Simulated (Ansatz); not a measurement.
**Sn2TeS: a single-point run**

Wanted: a converged single-point run for Sn2TeS, and a check of what comes out. The structure is shown as the input types it. The cell is built on a prototype (ordering on rocksalt) and needn't be the phase found in nature.

Method: density functional or hybrid calculation with the settings of its input, plane waves (as first typed), in Ansatz 0.2.0.

5 further runs of the same task are left out: 1 for a known fault of the program, 4 that didn't finish.

## (1) The starting structure

The structure is tetragonal, space group P4/mmm (No. 123). Conventional cell: a = 4.322 Å, b = 4.322 Å, c = 6.150 Å, α = 90.00°, β = 90.00°, γ = 90.00°. S (site symmetry 4/mmm) is surrounded by 6 Sn at 3.06 to 3.07 Å. Sn (site symmetry 4/mmm) has 4 Te at 3.06 Å and 2 S at 3.07 Å as nearest neighbours. Around Te (site symmetry 4/mmm) lie 6 Sn at 3.06 to 3.07 Å. Sn (site symmetry 4/mmm) is surrounded by 4 S at 3.06 Å and 2 Te at 3.07 Å.

As a file:

```cif
data_structure
_symmetry_space_group_name_H-M 'P4/mmm'
_symmetry_Int_Tables_number 123
_cell_length_a 4.3218
_cell_length_b 4.3218
_cell_length_c 6.1500
_cell_angle_alpha 90.000
_cell_angle_beta 90.000
_cell_angle_gamma 90.000
_cell_volume 114.87
loop_
_atom_site_label
_atom_site_type_symbol
_atom_site_symmetry_multiplicity
_atom_site_Wyckoff_symbol
_atom_site_fract_x
_atom_site_fract_y
_atom_site_fract_z
_atom_site_occupancy
S1 S 1 a 0.00000 0.00000 0.00000 1
Sn1 Sn 1 b 0.00000 0.00000 0.50000 1
Te1 Te 1 d 0.50000 0.50000 0.50000 1
Sn2 Sn 1 c 0.50000 0.50000 0.00000 1
```

## (2) The calculation

Input file input.yaml:

```yaml
crystal:
  lattice:
    - [4.3218307399, 0.0, 0.0]
    - [0.0, 4.3218307399, 0.0]
    - [0.0, 0.0, 6.1499981106]
  atoms:
    - { symbol: S, position: [0.0, 0.0, 0.0] }
    - { symbol: Sn, position: [0.0, 0.0, 0.5] }
    - { symbol: Te, position: [0.5, 0.5, 0.5] }
    - { symbol: Sn, position: [0.5, 0.5, 0.0] }
kpoints:
  mp_grid: { grid: [4, 4, 2] }
hamiltonian:
  xc: hse06
scf:
  occupations: { method: fixed }
  n_extra_bands: 5
  max_iter: 5
output:
  forces: true
  stress: true
  eigenvalues: true
```

The run is started by

```
$ ansatz run input.yaml --threads 4 --pin off --max-ram 3686MiB --backend cpu --events-out ev --progress --plain --runs-dir out
```

**Question.** How will this run end, and is anything wrong with its input?

This run ends as converged, with warnings (stress exchange threshold loose, stress scf threshold loose). Its log warns: «output.stress: scf.convergence.dr2_threshold = 1e-7 eV (the SCF's general default) is looser than the 4e-10 eV advised for a printed stress (1e-10 eV for each atom of the ...»

In the input, scf.max_iter is 5. What could go wrong: too low a cap on iterations. The run converged, but that does not make its result sound.

Run again and compare: delete scf.max_iter (the default then holds).
